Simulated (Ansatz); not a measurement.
# NO2F (nitryl fluoride): HSE06/STO-3G

Aim: the electronic atomisation energy of NO2F (nitryl fluoride) at HSE06/STO-3G, from 4 runs. 

The results are computed with Ansatz 0.2.0.

69 further runs of the same task are left out: 10 that didn't finish, 59 set aside as unsound or not needed.

### 1 The structure to begin with

NO2F has 4 atoms, charge 0, and is taken as a singlet. SMILES: `O=[N+]([O-])F`. The shape is that of a PBE0-D4/def2-TZVP optimisation.

Bond lengths: O1–N2 1.170 Å, N2–O3 1.170 Å, N2–F4 1.442 Å. Angles: O1–N2–O3 135.6°, O1–N2–F4 112.2°, O3–N2–F4 112.2°.

### 2 A single-point energy at HSE06/STO-3G

in.yaml

```yaml
crystal:
  periodic: [false, false, false]
  atoms:
    - {symbol: O, position_ang: [0.188290, 0.469930, 1.120250]}
    - {symbol: N, position_ang: [0.079720, -0.071800, 0.089140]}
    - {symbol: O, position_ang: [0.476580, -1.068680, -0.376880]}
    - {symbol: F, position_ang: [-0.744590, 0.670550, -0.832510]}
basis:
  gaussian:
    orbitals: STO-3G
hamiltonian:
  xc: {name: HSE06}
accuracy: high
```

Started as:

```bash
$ ansatz run in.yaml --threads 1 --pin off --max-ram 3480MiB --events-out events.jsonl --progress --plain --runs-dir runs
```

What it wrote:

```text
Warning: RAYON_NUM_THREADS=1 ignored (pool sized by the plan → 1); use --threads N
Functional definition: HSE06
  name "HSE06"
  parameter a = 0.25
  parameter omega = 0.11/bohr
  exchange = pbe_x - a*pbe_x_sr(omega) + a*exact_x_sr(omega)
  correlation = pbe_c
368 factors; integrals over basis functions are off by at most 3.7e-8 eV
46 factors; integrals over basis functions are off by at most 3.1e-10 eV
mean field evaluation 1: about -8166.3939 eV, gradient 4.9e1 eV
mean field evaluation 2: about -8163.3639 eV, gradient 6.0e1 eV
mean field evaluation 4: about -8172.1648 eV, gradient 1.8e0 eV
mean field evaluation 8: about -8172.2168 eV, gradient 4.8e-2 eV
mean field evaluation 16: about -8172.2168 eV, gradient 4.9e-7 eV
mean field -8172.21682216 eV, -300.3234288868 hartree, gradient 3.3e-8 eV, S^2 0.000000; 0 other end points of the search recorded, 0 dependent functions left out
reference -8172.21682288 eV, -300.3234289134 hartree; 16, 16 occupied and 4, 4 virtual orbitals, 368 factors
Total energy: -8172.21682288 eV, -300.3234289134 hartree
```

Wall time 1.4 s (1 thread of Arm Neoverse V1, shared host); peak memory 0.091 GiB.

### 3 The F atom at the same level

molecule.yaml

```yaml
crystal:
  periodic: [false, false, false]
  atoms:
    - {symbol: F, position_ang: [0.000000, 0.000000, 0.000000]}
basis:
  gaussian: {orbitals: STO-3G}
magnetization: {spin_polarized: true, initial_magnetization: 1}
hamiltonian: {xc: {name: HSE06}}
accuracy: high
```

Run the same way, it converges to -98.19947 Eh (log not shown).

### 4 The N atom at the same level

run.yaml

```yaml
crystal:
  periodic: [false, false, false]
  atoms:
    - {symbol: N, position_ang: [0.000000, 0.000000, 0.000000]}
basis:
  gaussian: {orbitals: STO-3G}
magnetization: {spin_polarized: true, initial_magnetization: 3}
hamiltonian: {xc: hse06}
accuracy: high
```

Started as:

```bash
$ ansatz run run.yaml --threads 1 --pin off --max-ram 3480MiB --events-out events.jsonl --progress --plain --runs-dir runs
```

What it wrote:

```text
Warning: RAYON_NUM_THREADS=1 ignored (pool sized by the plan → 1); use --threads N
Functional definition: HSE06
  name "HSE06"
  parameter a = 0.25
  parameter omega = 0.11/bohr
  exchange = pbe_x - a*pbe_x_sr(omega) + a*exact_x_sr(omega)
  correlation = pbe_c
15 factors; integrals over basis functions are off by at most 1.1e-9 eV
13 factors; integrals over basis functions are off by at most 2.7e-10 eV
mean field evaluation 1: about -1464.9565 eV, gradient 5.6e-10 eV
mean field evaluation 2: about -1464.9563 eV, gradient 1.4e-9 eV
mean field -1464.95630955 eV, -53.8361513930 hartree, gradient 0.0e0 eV, S^2 3.750000; 0 other end points of the search recorded, 0 dependent functions left out
reference -1464.95631042 eV, -53.8361514248 hartree; 5, 2 occupied and 0, 3 virtual orbitals, 15 factors
Total energy: -1464.95631042 eV, -53.8361514248 hartree
```

Run time: 0.34 s. Hardware: 1 thread of Arm Neoverse V1, shared host.

### 5 The O atom at the same level

job.yaml

```yaml
crystal:
  periodic: [false, false, false]
  atoms:
    - {symbol: O, position_ang: [0.000000, 0.000000, 0.000000]}
basis:
  gaussian:
    orbitals: STO-3G
magnetization:
  spin_polarized: true
  initial_magnetization: 2
hamiltonian:
  xc: {name: HSE06}
accuracy: high
```

Run the same way, it converges to -73.97333 Eh (log not shown).

### 6 What came out

At HSE06/STO-3G:

| quantity | value |
| --- | --- |
| molecule: total energy | -300.32343 Eh |
| F atom: total energy | -98.19947 Eh |
| F atom: ⟨S²⟩ | 0.750 |
| N atom: total energy | -53.83615 Eh |
| N atom: ⟨S²⟩ | 3.750 |
| O atom: total energy | -73.97333 Eh |
| O atom: ⟨S²⟩ | 2.000 |
| electronic atomisation energy | 9.283 eV |

In words: Taking the molecule apart into free atoms costs 9.28 eV (896 kJ/mol), before zero-point energy and without spin-orbit coupling. In a minimal basis such a difference can be off by several eV, whatever the method.
